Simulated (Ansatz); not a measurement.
# CH₅B₂N: small, medium and large basis sets

The task here is to estimate one member of a computed series from the others.

Method: one geometry, several basis sets; program: Ansatz 0.2.0, Gaussian basis.

Plan: PBE0-D4/def2-SVP; ωB97M-V/def2-SVP; PBE0-D4/def2-QZVPP; ωB97M-V/def2-QZVPP; the functionals' def2-TZVPP values are taken from earlier runs.

1 further run of the same task is left out (it didn't finish).

## The relaxed structure

All runs share one geometry, relaxed beforehand with PBE0-D4 in a triple-zeta def2 set.

9 atoms, charge 0, spin multiplicity 1.

Atoms are counted from 1 here; the program's logs count them from 0.

Bond lengths: B1–C2 1.561 Å, B1–H5 1.195 Å, B1–H6 1.192 Å, C2–N3 1.258 Å, C2–H7 1.098 Å, N3–B4 1.342 Å, B4–H8 1.197 Å, B4–H9 1.197 Å. Angles: C2–B1–H5 120.2°, C2–B1–H6 118.6°, H5–B1–H6 121.2°, B1–C2–N3 121.4°, B1–C2–H7 121.3°, N3–C2–H7 117.3°, C2–N3–B4 178.6°, N3–B4–H8 118.6°, N3–B4–H9 118.6°, H8–B4–H9 122.8°.

Coordinates:

```tsv
atom	x (Å)	y (Å)	z (Å)
B1	0.7752	1.3258	-0.9050
C2	-0.1833	0.0954	-0.8462
N3	-0.3550	-0.5525	0.2189
B4	-0.5158	-1.2233	1.3701
H5	0.9325	1.9162	-1.9315
H6	1.3413	1.6570	0.0907
H7	-0.7334	-0.2416	-1.7341
H8	0.2140	-2.1433	1.6037
H9	-1.3870	-0.8799	2.1162
```

Set-up of the first run:

Contents of in.yaml:

```yaml
crystal:
  periodic: [false, false, false]
  atoms:
    - {symbol: B, position_ang: [0.775211, 1.325837, -0.905027]}
    - {symbol: C, position_ang: [-0.183316, 0.095422, -0.846153]}
    - {symbol: N, position_ang: [-0.355022, -0.552482, 0.218926]}
    - {symbol: B, position_ang: [-0.515803, -1.223309, 1.370147]}
    - {symbol: H, position_ang: [0.932480, 1.916178, -1.931481]}
    - {symbol: H, position_ang: [1.341331, 1.656991, 0.090719]}
    - {symbol: H, position_ang: [-0.733352, -0.241557, -1.734098]}
    - {symbol: H, position_ang: [0.213972, -2.143313, 1.603737]}
    - {symbol: H, position_ang: [-1.387000, -0.879868, 2.116230]}
basis:
  gaussian: {orbitals: def2-SVP}
hamiltonian: {xc: pbe0, dispersion: d4}
output: {orbitals: {seedname: orbitals}}
```

Run with:

```
> ansatz run in.yaml --threads 2 --pin off --events-out ev --progress --plain --max-ram 4352MiB
```

Steps of the session up to this table: PBE0-D4 in def2-SVP; ωB97M-V in def2-SVP; PBE0-D4 in def2-QZVPP; ωB97M-V in def2-QZVPP.

One of the session's tables, all rows but one given; the rest of the session is left out.

It belongs to the step «Density functionals: the series». 

| functional | basis | HOMO (eV) | LUMO (eV) |
| --- | --- | --- | --- |
| PBE0-D4 | def2-SVP | -7.75 | -2.93 |
| PBE0-D4 | def2-TZVPP | -7.76 | -2.97 |
| PBE0-D4 | def2-QZVPP | -7.77 | -2.98 |
| ωB97M-V | def2-SVP | -10.04 | -0.83 |
| ωB97M-V | def2-TZVPP | ? | ? |
| ωB97M-V | def2-QZVPP | -10.07 | -0.96 |

Q: Estimate the row for ωB97M-V, def2-TZVPP from the others.

The run gave: HOMO (eV): -10.07; LUMO (eV): -0.93.
